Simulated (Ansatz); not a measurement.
# CH6AlFGeO: up Jacob's ladder to CCSD(T)

How much do the methods differ for CH6AlFGeO? The plan is to run it at one geometry with functionals of several rungs and with coupled cluster. The yardstick is the atomisation energy at the CCSD(T) limit.

The runs use Ansatz 0.2.0, Gaussian basis; functionals in def2-TZVPP, the program's frozen cores in correlated methods.

The runs, in order: PBE-D4, r2SCAN-D4, PBE0-D4, B3LYP-D4, ωB97X-V, ωB97M-V, B2PLYP; CCSD(T)/def2-TZVPP; MP2/def2-QZVPP; extrapolation to the limit.

**1. The relaxed structure**

All runs share one geometry, relaxed beforehand with PBE0-D4 in a triple-zeta def2 set.

11 atoms, charge 0, spin multiplicity 1.

Atoms are counted from 1 here; the program's logs count them from 0.

Bond lengths: O1–C2 1.472 Å, O1–Al4 1.960 Å, O1–H6 0.963 Å, C2–Ge3 2.022 Å, C2–H7 1.089 Å, C2–H8 1.090 Å, Ge3–Al4 2.480 Å, Ge3–H9 1.540 Å, Ge3–H10 1.542 Å, Al4–F5 1.667 Å, Al4–H11 1.582 Å. Angles: C2–O1–Al4 109.3°, C2–O1–H6 113.8°, Al4–O1–H6 129.2°, O1–C2–Ge3 99.3°, O1–C2–H7 108.1°, O1–C2–H8 108.7°, Ge3–C2–H7 116.4°, Ge3–C2–H8 113.0°, H7–C2–H8 110.5°, C2–Ge3–Al4 76.6°, C2–Ge3–H9 107.3°, C2–Ge3–H10 107.2°, Al4–Ge3–H9 125.3°, Al4–Ge3–H10 124.3°, H9–Ge3–H10 106.9°, O1–Al4–Ge3 73.4°, O1–Al4–F5 102.6°, O1–Al4–H11 108.6° and more.

As a file:

```xyz
11
CH6AlFGeO
O    -1.0414    0.6053    0.1427
C    -0.5800   -0.1410   -1.0393
Ge    1.0501   -1.0363   -0.2455
Al    0.3468    0.5507    1.5255
F     1.0256    2.0695    1.4193
H    -1.6694    1.3061   -0.0612
H    -1.3863   -0.8001   -1.3591
H    -0.3332    0.5702   -1.8279
H     2.2170   -0.8156   -1.2258
H     0.7689   -2.5518   -0.2154
H    -0.3329    0.1861    2.9072
```

**2. PBE-D4 (GGA)**

Input file in.yaml:

```yaml
crystal:
  periodic: [false, false, false]
  atoms:
    - {symbol: O, position_ang: [-1.041356, 0.605332, 0.142730]}
    - {symbol: C, position_ang: [-0.580015, -0.140955, -1.039272]}
    - {symbol: Ge, position_ang: [1.050100, -1.036349, -0.245524]}
    - {symbol: Al, position_ang: [0.346798, 0.550714, 1.525542]}
    - {symbol: F, position_ang: [1.025617, 2.069499, 1.419339]}
    - {symbol: H, position_ang: [-1.669352, 1.306063, -0.061198]}
    - {symbol: H, position_ang: [-1.386260, -0.800149, -1.359132]}
    - {symbol: H, position_ang: [-0.333230, 0.570200, -1.827879]}
    - {symbol: H, position_ang: [2.217044, -0.815627, -1.225839]}
    - {symbol: H, position_ang: [0.768926, -2.551790, -0.215447]}
    - {symbol: H, position_ang: [-0.332872, 0.186063, 2.907181]}
basis:
  gaussian: {orbitals: def2-TZVPP}
hamiltonian: {xc: pbe, dispersion: d4}
output: {forces: true, orbitals: {seedname: orbitals}}
```

Launch:

```
$ ansatz run in.yaml --threads 4 --pin off --events-out ev --progress --plain --max-ram 10444MiB
```

After this run come: r2SCAN-D4 (meta-GGA); PBE0-D4 (hybrid); B3LYP-D4 (hybrid); ωB97X-V (range-separated); ωB97M-V (range-separated); B2PLYP (double hybrid); CCSD(T) in def2-TZVPP; MP2 in def2-QZVPP.

**Question.** What will the summary of the whole plan be? Wanted: atomisation energy, CCSD(T)/CBS; farthest; mean size of error, hybrid; mean size of error, range-separated; gap, smallest and largest; T1 diagnostic; triples share of the correlation energy.

The runs gave:

| quantity | value |
| --- | --- |
| atomisation energy, CCSD(T)/CBS | 3719.4 kJ/mol |
| functionals within 37.2 kJ/mol (1.0 %) | PBE-D4, r2SCAN-D4, ωB97X-V, ωB97M-V |
| farthest | B2PLYP (-76.6 kJ/mol) |
| mean size of error, hybrid | 56.7 kJ/mol |
| mean size of error, range-separated | 19.1 kJ/mol |
| gap, smallest and largest | 4.55 eV (PBE-D4), 10.60 eV (ωB97X-V) |
| T1 diagnostic | 0.0121 |
| triples share of the correlation energy | 3.3 % |

**Reading.** PBE-D4 is off by -1.2 kJ/mol. Double hybrids carry the basis error of their MP2 part in triple zeta, and no dispersion term here, so their miss is partly the set-up's. Misses under about 37.2 kJ/mol are within the doubt on the reference itself, which lacks core-valence correlation, relativity and higher excitations, and its outer-core shells are covered unevenly. Hartree-Fock recovers 72 % of the binding; the rest is correlation. Orbital gaps span 4.5 to 10.6 eV; exact exchange widens them. Correlated methods include outer-core shells of Ge, which these sets cover unevenly.
